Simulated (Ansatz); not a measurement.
**FH3OSi2: one species, many methods**

One table from this session's results is given with a row withheld; the runs are named, their logs left out.

Method: functionals in def2-TZVPP, the program's frozen cores in correlated methods; program: Ansatz 0.2.0, Gaussian basis.

Levels to be run: LDA (SPW92), PBE-D4, revPBE-D4, BLYP-D4, r2SCAN-D4, B97M-V, PBE0-D4, B3LYP-D4, r2SCANh-D4, r2SCAN0-D4, HSE06-D4, BHLYP-D4, CAM-B3LYP-D4, LC-ωPBE, ωB97X-V, ωB97M-V, B2PLYP, PBE-QIDH; CCSD(T)/def2-SVP; CCSD(T)/def2-TZVPP; MP2/def2-QZVPP; extrapolation to the limit; RPA on PBE.

### The relaxed structure

An earlier PBE0-D4 in a triple-zeta def2 set relaxation fixed the geometry.

SMILES `F[Si]O[SiH3]`, 7 atoms, charge 0, spin multiplicity 1.

Atoms are counted from 1 here; the program's logs count them from 0.

Bond lengths: F1–Si2 1.617 Å, Si2–O3 1.630 Å, O3–Si4 1.657 Å, Si4–H5 1.482 Å, Si4–H6 1.483 Å, Si4–H7 1.483 Å. Angles: F1–Si2–O3 101.9°, Si2–O3–Si4 146.4°, O3–Si4–H5 107.7°, O3–Si4–H6 109.7°, O3–Si4–H7 109.7°, H5–Si4–H6 109.9°, H5–Si4–H7 109.9°, H6–Si4–H7 109.9°.

Geometry (Å):

```
atom     x (Å)     y (Å)     z (Å)
  F1   0.63929  -1.82950   1.60868
 Si2  -0.42871  -2.16551   0.44150
  O3  -0.53827  -0.73646  -0.33459
 Si4  -0.02556   0.83714  -0.40673
  H5  -0.70507   1.48066  -1.55551
  H6  -0.38573   1.53782   0.84999
  H7   1.44405   0.87585  -0.60333
```

Set-up of the first run:

The input, in.yaml:

```yaml
crystal:
  periodic: [false, false, false]
  atoms:
    - {symbol: F, position_ang: [0.639288, -1.829497, 1.608675]}
    - {symbol: Si, position_ang: [-0.428710, -2.165511, 0.441497]}
    - {symbol: O, position_ang: [-0.538267, -0.736460, -0.334595]}
    - {symbol: Si, position_ang: [-0.025556, 0.837137, -0.406731]}
    - {symbol: H, position_ang: [-0.705066, 1.480661, -1.555506]}
    - {symbol: H, position_ang: [-0.385726, 1.537825, 0.849986]}
    - {symbol: H, position_ang: [1.444049, 0.875846, -0.603327]}
basis:
  gaussian: {orbitals: def2-TZVPP}
hamiltonian: {xc: lda}
output: {orbitals: {seedname: orbitals}}
```

Among the steps run: LDA; PBE-D4 (GGA); revPBE-D4 (GGA); BLYP-D4 (GGA); r2SCAN-D4 (meta-GGA); B97M-V (meta-GGA); PBE0-D4 (hybrid); B3LYP-D4 (hybrid); r2SCANh-D4 (hybrid); r2SCAN0-D4 (hybrid); HSE06-D4 (hybrid); BHLYP-D4 (hybrid); CAM-B3LYP-D4 (range-separated); LC-ωPBE-D4 (range-separated; the results give it without D4); ωB97X-V (range-separated); ωB97M-V (range-separated); B2PLYP (double hybrid); PBE-QIDH (double hybrid).

One of the session's tables, all rows but one given; the rest of the session is left out.

It belongs to the step «Frontier levels by functional». 

| functional | HOMO (eV) | LUMO (eV) | gap (eV) |
| --- | --- | --- | --- |
| LDA (SPW92) | -6.72 | -2.73 | 3.99 |
| PBE-D4 | -6.60 | -2.56 | 4.04 |
| revPBE-D4 | -6.54 | -2.50 | 4.05 |
| BLYP-D4 | -6.48 | -2.43 | 4.06 |
| r2SCAN-D4 | -6.81 | -2.46 | 4.35 |
| B97M-V | -6.93 | -2.46 | 4.48 |
| PBE0-D4 | ? | ? | ? |
| B3LYP-D4 | -7.56 | -1.92 | 5.64 |
| r2SCANh-D4 | -7.24 | -2.13 | 5.10 |
| r2SCAN0-D4 | -7.87 | -1.65 | 6.22 |
| HSE06-D4 | -7.34 | -2.10 | 5.24 |
| BHLYP-D4 | -8.79 | -0.80 | 7.99 |
| CAM-B3LYP-D4 | -9.09 | -0.62 | 8.48 |
| LC-ωPBE | -10.38 | 0.51 | 10.89 |
| ωB97X-V | -10.06 | 0.41 | 10.47 |
| ωB97M-V | -9.92 | 0.30 | 10.22 |

Estimate the missing values for PBE0-D4.

The run gave: HOMO (eV): -7.74; LUMO (eV): -1.72; gap (eV): 6.02. In the column «HOMO (eV)» it lies between r2SCAN0-D4 (-7.87) and B3LYP-D4 (-7.56).
